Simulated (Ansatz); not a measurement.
# CH4BrFGe: vertical spin-state energies, by script

Aim: vertical spin-state energies, for CH4BrFGe, run from a script. SMILES: F[CH]([GeH3])Br.

Program: Ansatz 0.2.0 through its Python package. Level of theory: Hartree-Fock/def2-SVP. These are calculated values, not measurements.

## Step 1: Starting point

Bond lengths: F1–C2 1.344 Å, C2–Ge3 1.920 Å, C2–Br4 1.855 Å, C2–H5 1.127 Å, Ge3–H6 1.551 Å, Ge3–H7 1.608 Å, Ge3–H8 1.531 Å. Angles: F1–C2–Ge3 108.1°, F1–C2–Br4 112.1°, F1–C2–H5 108.5°, Ge3–C2–Br4 108.8°, Ge3–C2–H5 110.1°, Br4–C2–H5 109.2°, C2–Ge3–H6 110.6°, C2–Ge3–H7 109.6°, C2–Ge3–H8 111.1°, H6–Ge3–H7 107.9°, H6–Ge3–H8 111.2°, H7–Ge3–H8 106.4°.

The script reads ch4brfge.xyz:

```xyz
8

F    -0.19790    1.66810   -0.89270
C    -0.35290    0.33320   -0.86230
Ge    0.44820   -0.32340    0.75400
Br   -2.14020   -0.16170   -0.88920
H     0.16720   -0.10840   -1.75930
H    -0.23840    0.30220    1.99600
H     2.00280    0.08560    0.78970
H     0.40350   -1.85280    0.80810
```

## Step 2: The script

Contents of ch4brfge.py:

```python
import ansatz as az

BASIS = "def2-SVP"
FUNCTIONAL = "hf"


def main() -> None:
    ch4brfge = az.Crystal.molecule_from_extxyz("ch4brfge.xyz")

    calc = ch4brfge.calculation().basis(gaussian=BASIS).functional(FUNCTIONAL)
    found = {}
    for unpaired in [0, 2, 4]:
        summary = calc.spin("collinear", total=unpaired).run(threads=1, backend="cpu").report
        s = unpaired / 2
        found[unpaired] = summary["free_energy_ev"]
        print(f"2S+1 = {unpaired + 1}: E = {found[unpaired]:.5f} eV, <S^2> = {abs(summary['mean_field']['state']['spin_squared']):.3f} (pure state {s * (s + 1):.2f})")
    lowest = min(found, key=found.get)
    for unpaired, e in found.items():
        print(f"multiplicity {unpaired + 1}: {96.485332 * (e - found[lowest]):.1f} kJ/mol above the lowest")


if __name__ == "__main__":
    main()
```

## Step 3: What the engine is handed

The engine receives this input (first run):

```yaml
crystal:
  periodic: [false, false, false]
  atoms:
    - { symbol: F, position_ang: [-0.1979, 1.6681, -0.8927] }
    - { symbol: C, position_ang: [-0.3529, 0.3332, -0.8623] }
    - { symbol: Ge, position_ang: [0.4482, -0.3234, 0.754] }
    - { symbol: Br, position_ang: [-2.1402, -0.1617, -0.8892] }
    - { symbol: H, position_ang: [0.1672, -0.1084, -1.7593] }
    - { symbol: H, position_ang: [-0.2384, 0.3022, 1.996] }
    - { symbol: H, position_ang: [2.0028, 0.0856, 0.7897] }
    - { symbol: H, position_ang: [0.4035, -1.8528, 0.8081] }
basis:
  gaussian:
    orbitals: def2-SVP
hamiltonian:
  xc: hf
magnetization:
  spin_polarized: true
  initial_magnetization: 0.0
```

## Step 4: Running it

Run with:

```sh
$ python ch4brfge.py
```

**Question.** Which spin state is lowest at this geometry, and how far above lie the others?

As calculated:

| quantity | value |
| --- | --- |
| runs compared | 3 |
| lowest | run 1 (2S+1 = 1) |
| next above it by | 6.149 eV |

What this shows: In order: multiplicity 1 (+0.00 eV), multiplicity 3 (+6.15 eV) and multiplicity 5 (+14.04 eV), all at the one geometry. What to keep in mind:
- The geometry is a force-field or estimated start, not a minimum of this method, and the basis set is short of its limit. All parts are taken at fixed geometry, without zero-point energy.
